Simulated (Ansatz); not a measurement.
# C₂H₉NOSn: one species, many methods

One table from this session's results is given with a row withheld; the runs are named, their logs left out.

Method: functionals in def2-TZVPP, the program's frozen cores in correlated methods; program: Ansatz 0.2.0, Gaussian basis.

The runs, in order: PBE-D4, r2SCAN-D4, PBE0-D4, B3LYP-D4, ωB97X-V, ωB97M-V, B2PLYP; CCSD(T)/def2-TZVPP; MP2/def2-QZVPP; extrapolation to the limit.

**The relaxed structure**

All runs share one geometry, relaxed beforehand with PBE0-D4 in a triple-zeta def2 set. Sn takes the def2 core potential; no spin-orbit term is included.

SMILES `C[NH][SnH2][O]C`, 14 atoms, charge 0, spin multiplicity 1.

Atoms are counted from 1 here; the program's logs count them from 0.

Bond lengths: C1–N2 1.450 Å, C1–H6 1.093 Å, C1–H7 1.099 Å, C1–H8 1.095 Å, N2–Sn3 2.012 Å, N2–H9 1.009 Å, Sn3–O4 1.965 Å, Sn3–H10 1.705 Å, Sn3–H11 1.708 Å, O4–C5 1.405 Å, C5–H12 1.098 Å, C5–H13 1.094 Å, C5–H14 1.100 Å. Angles: N2–C1–H6 109.7°, N2–C1–H7 114.7°, N2–C1–H8 110.4°, H6–C1–H7 107.4°, H6–C1–H8 106.6°, H7–C1–H8 107.7°, C1–N2–Sn3 120.9°, C1–N2–H9 112.5°, Sn3–N2–H9 115.0°, N2–Sn3–O4 104.1°, N2–Sn3–H10 115.3°, N2–Sn3–H11 107.0°, O4–Sn3–H10 101.9°, O4–Sn3–H11 110.7°, H10–Sn3–H11 117.0°, Sn3–O4–C5 119.3°, O4–C5–H12 112.6°, O4–C5–H13 108.3° and more.

Set-up of the first run:

Contents of in.yaml:

```yaml
crystal:
  periodic: [false, false, false]
  atoms:
    - {symbol: C, position_ang: [0.249416, -0.846103, -1.949114]}
    - {symbol: N, position_ang: [0.677658, -1.002403, -0.572824]}
    - {symbol: Sn, position_ang: [1.184055, 0.595821, 0.539492]}
    - {symbol: O, position_ang: [-0.534492, 1.451709, 0.956207]}
    - {symbol: C, position_ang: [-1.549242, 0.694934, 1.565508]}
    - {symbol: H, position_ang: [-0.457629, -0.015817, -2.022192]}
    - {symbol: H, position_ang: [1.061967, -0.650692, -2.663143]}
    - {symbol: H, position_ang: [-0.282791, -1.741097, -2.288205]}
    - {symbol: H, position_ang: [1.258611, -1.816739, -0.438956]}
    - {symbol: H, position_ang: [2.002173, 1.836101, -0.296201]}
    - {symbol: H, position_ang: [1.922565, 0.002072, 1.960230]}
    - {symbol: H, position_ang: [-1.748235, -0.246369, 1.036723]}
    - {symbol: H, position_ang: [-2.469815, 1.286783, 1.560680]}
    - {symbol: H, position_ang: [-1.314253, 0.451791, 2.611804]}
basis:
  gaussian: {orbitals: def2-TZVPP}
hamiltonian: {xc: pbe, dispersion: d4}
output: {forces: true, orbitals: {seedname: orbitals}}
```

Run with:

```bash
$ ansatz run in.yaml --threads 2 --pin off --events-out ev --progress --plain --max-ram 22528MiB --backend cuda --devices 0, --max-vram 18GiB
```

Steps of the session up to this table: PBE-D4 (GGA); r2SCAN-D4 (meta-GGA); PBE0-D4 (hybrid); B3LYP-D4 (hybrid); ωB97X-V (range-separated); ωB97M-V (range-separated); B2PLYP (double hybrid); CCSD(T) in def2-TZVPP; MP2 in def2-QZVPP.

One of the session's tables, all rows but one given; the rest of the session is left out.

```
            method  atomisation energy (kcal/mol)
            PBE-D4                         1149.0
         r2SCAN-D4                         1128.3
           PBE0-D4                         1127.2
          B3LYP-D4                         1132.0
           ωB97X-V                         1137.6
           ωB97M-V                         1133.3
            B2PLYP                         1117.8
     HF/def2-TZVPP                          792.0
    MP2/def2-TZVPP                         1110.3
   CCSD/def2-TZVPP                         1087.8
CCSD(T)/def2-TZVPP                              ?
           MP2/CBS                         1142.9
       CCSD(T)/CBS                         1137.3
```

Estimate the missing values for CCSD(T)/def2-TZVPP.

**Answer.** atomisation energy (kcal/mol): 1104.7. In the column «atomisation energy (kcal/mol)» it lies between CCSD/def2-TZVPP (1087.8) and MP2/def2-TZVPP (1110.3).
